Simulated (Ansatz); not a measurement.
**Cl3GeH4NSi: a ladder of functionals and wavefunction methods**

The task here is to estimate one member of a computed series from the others.

Computed with Ansatz 0.2.0, Gaussian basis. Level: functionals in def2-TZVPP, the program's frozen cores in correlated methods.

The runs, in order: PBE-D4, r2SCAN-D4, PBE0-D4, B3LYP-D4, ωB97X-V, ωB97M-V, B2PLYP; CCSD(T)/def2-TZVPP; MP2/def2-QZVPP; extrapolation to the limit.

### The geometry

The geometry comes from an earlier relaxation with PBE0-D4 in a triple-zeta def2 set; it is a stationary point, not always the lowest conformer.

SMILES `[Cl][GeH2][NH][SiH](Cl)Cl`, 10 atoms, charge 0, spin multiplicity 1.

Atoms are counted from 1 here; the program's logs count them from 0.

Bond lengths: Cl1–Ge2 2.159 Å, Ge2–N3 1.831 Å, Ge2–H7 1.525 Å, Ge2–H8 1.531 Å, N3–Si4 1.700 Å, N3–H9 1.011 Å, Si4–Cl5 2.040 Å, Si4–Cl6 2.046 Å, Si4–H10 1.473 Å. Angles: Cl1–Ge2–N3 109.5°, Cl1–Ge2–H7 106.7°, Cl1–Ge2–H8 107.1°, N3–Ge2–H7 110.8°, N3–Ge2–H8 106.9°, H7–Ge2–H8 115.6°, Ge2–N3–Si4 129.8°, Ge2–N3–H9 113.4°, Si4–N3–H9 115.6°, N3–Si4–Cl5 107.5°, N3–Si4–Cl6 109.8°, N3–Si4–H10 115.3°, Cl5–Si4–Cl6 110.2°, Cl5–Si4–H10 108.0°, Cl6–Si4–H10 106.1°.

The first run:

Contents of in.yaml:

```yaml
crystal:
  periodic: [false, false, false]
  atoms:
    - {symbol: Cl, position_ang: [2.338424, -1.221658, -1.260366]}
    - {symbol: Ge, position_ang: [0.597451, -1.521960, -0.020075]}
    - {symbol: N, position_ang: [-0.595503, -0.161712, -0.299373]}
    - {symbol: Si, position_ang: [-0.496118, 1.478501, 0.137112]}
    - {symbol: Cl, position_ang: [0.896434, 1.635180, 1.620115]}
    - {symbol: Cl, position_ang: [-2.317031, 2.127340, 0.806358]}
    - {symbol: H, position_ang: [1.083387, -1.527486, 1.425338]}
    - {symbol: H, position_ang: [-0.077627, -2.811089, -0.495220]}
    - {symbol: H, position_ang: [-1.319965, -0.393588, -0.965691]}
    - {symbol: H, position_ang: [-0.109454, 2.396471, -0.948197]}
basis:
  gaussian: {orbitals: def2-TZVPP}
hamiltonian: {xc: pbe, dispersion: d4}
output: {forces: true, orbitals: {seedname: orbitals}}
```

Launch:

```sh
> ansatz run in.yaml --threads 2 --pin off --events-out ev --progress --plain --max-ram 22528MiB --backend cuda --devices 0, --max-vram 18GiB
```

Among the steps run: PBE-D4 (GGA); r2SCAN-D4 (meta-GGA); PBE0-D4 (hybrid); B3LYP-D4 (hybrid); ωB97X-V (range-separated); ωB97M-V (range-separated); B2PLYP (double hybrid); CCSD(T) in def2-TZVPP; MP2 in def2-QZVPP.

One table of the session follows, with a row left open; its other results are not shown here.

It belongs to the step «Atomisation energies». 

| method | atomisation energy (eV) |
| --- | --- |
| PBE-D4 | 32.897 |
| r2SCAN-D4 | 32.771 |
| PBE0-D4 | ? |
| B3LYP-D4 | 32.316 |
| ωB97X-V | 33.022 |
| ωB97M-V | 32.817 |
| B2PLYP | 32.015 |
| HF/def2-TZVPP | 23.337 |
| MP2/def2-TZVPP | 32.507 |
| CCSD/def2-TZVPP | 31.156 |
| CCSD(T)/def2-TZVPP | 31.755 |
| MP2/CBS | 33.576 |
| CCSD(T)/CBS | 32.824 |

Q: Estimate the row for PBE0-D4 from the others.

**Answer.** atomisation energy (eV): 32.524. In the column «atomisation energy (eV)» it lies between MP2/def2-TZVPP (32.507) and r2SCAN-D4 (32.771).
